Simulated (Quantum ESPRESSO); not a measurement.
A calculation with Quantum ESPRESSO 7.5 of Mo2F5 (native input, structure typed inline):

Contents of pw.in:

```
&CONTROL
  calculation = 'scf'
  prefix = 'pwscf'
  outdir = './tmp'
  pseudo_dir = './pseudo'
  tprnfor = .true.
  tstress = .true.
  disk_io = 'low'
/
&SYSTEM
  ibrav = 0
  nat = 7
  ntyp = 2
  ecutwfc = 60
  ecutrho = 440
  nbnd = 42
  occupations = 'smearing'
  smearing = 'fd'
  degauss = 0.00367493
/
&ELECTRONS
  conv_thr = 1.4d-09
  electron_maxstep = 120
  mixing_beta = 0.5
/
ATOMIC_SPECIES
Mo    95.9500 Mo_ONCV_PBE-1.0.oncvpsp.upf
F     18.9984 f_pbe_v1.4.uspp.F.UPF
CELL_PARAMETERS angstrom
   4.2786630700    0.0000000000    0.0000000000
  -2.1393315400    3.7054309100    0.0000000000
   0.0000000000    0.0000000000    7.2385159500
ATOMIC_POSITIONS crystal
Mo     0.3333333300    0.6666666700    0.0000000000
Mo     0.6666666700    0.3333333300    0.0000000000
F      0.3333333300    0.6666666700    0.3114717400
F      0.3333333300    0.6666666700    0.6885282600
F      0.6666666700    0.3333333300    0.6885282600
F      0.6666666700    0.3333333300    0.3114717400
F      0.0000000000    0.0000000000    0.5000000000
K_POINTS automatic
7 7 4 0 0 0
```

The input pp_density.in:

```
&INPUTPP
  prefix = 'pwscf'
  outdir = './tmp'
  filplot = 'density.dat'
  plot_num = 0
/
&PLOT
  nfile = 1
  filepp(1) = 'density.dat'
  iflag = 3
  output_format = 6
  fileout = 'density.cube'
/
```

pp_potential.in

```
&INPUTPP
  prefix = 'pwscf'
  outdir = './tmp'
  filplot = 'potential.dat'
  plot_num = 11
/
&PLOT
  nfile = 1
  filepp(1) = 'potential.dat'
  iflag = 3
  output_format = 6
  fileout = 'potential.cube'
/
```

Potentials or basis: SSSP 1.3 efficiency PBE.

Command:

```sh
$ OMP_NUM_THREADS=1 pw.x -in pw.in > pw.out
$ OMP_NUM_THREADS=1 pp.x -in pp_density.in > pp_density.out
$ OMP_NUM_THREADS=1 pp.x -in pp_potential.in > pp_potential.out
```

The cell was built by a generator and needn't be a form met in nature.

Q: Write the same calculation in another form: ASE script, structure from a POSCAR.

A: As run:

The input run.py:

```python
import numpy as np
from ase.calculators.espresso import Espresso, EspressoProfile
from ase.io import read

atoms = read('POSCAR')

input_data = {
    'control': {'calculation': 'scf', 'prefix': 'pwscf', 'outdir': './tmp', 'tprnfor': True, 'tstress': True, 'disk_io': 'nowf'},
    'system': {'ecutwfc': 60.0, 'ecutrho': 440.0, 'nbnd': 42, 'occupations': 'smearing', 'smearing': 'fd', 'degauss': 0.00367493},
    'electrons': {'conv_thr': 1.4e-09, 'electron_maxstep': 120, 'mixing_beta': 0.5},
}
pseudopotentials = {'F': 'f_pbe_v1.4.uspp.F.UPF', 'Mo': 'Mo_ONCV_PBE-1.0.oncvpsp.upf'}
profile = EspressoProfile(command='pw.x', pseudo_dir='pseudo')
dft = Espresso(profile=profile, input_data=input_data, pseudopotentials=pseudopotentials, kpts=(7, 7, 4), koffset=(0, 0, 0))
atoms.calc = dft

print(f'energy {atoms.get_potential_energy():.8f} eV')
print('forces (eV/A)')
print(np.round(atoms.get_forces(), 6))
print('stress (eV/A^3, Voigt)')
print(np.round(atoms.get_stress(), 8))
print(f'Fermi level {dft.get_fermi_level():.4f} eV')
```

File POSCAR:

```
Mo2F5
1.0
    4.2786630700      0.0000000000      0.0000000000
   -2.1393315400      3.7054309100      0.0000000000
    0.0000000000      0.0000000000      7.2385159500
Mo F
2 5
Direct
    0.3333333300      0.6666666700      0.0000000000
    0.6666666700      0.3333333300      0.0000000000
    0.3333333300      0.6666666700      0.3114717400
    0.3333333300      0.6666666700      0.6885282600
    0.6666666700      0.3333333300      0.6885282600
    0.6666666700      0.3333333300      0.3114717400
    0.0000000000      0.0000000000      0.5000000000
```

Potentials or basis: SSSP 1.3 efficiency PBE.

Command:

```sh
$ OMP_NUM_THREADS=1 python run.py
```

Both were run:

|  | native input, structure typed inline | ASE script, structure from a POSCAR |
| --- | --- | --- |
| Pressure | -12.3 GPa | -12.3 GPa |
| Largest force | 4.092 eV/Å | 4.092 eV/Å |
| Band gap on the k mesh | none (metal or under the smearing width) | none (metal or under the smearing width) |

Keys that steer only the numerical path or the files written may differ.

Caveat: an odd number of electrons without spin polarisation forces a metal; a magnetic or distorted state may lie lower.
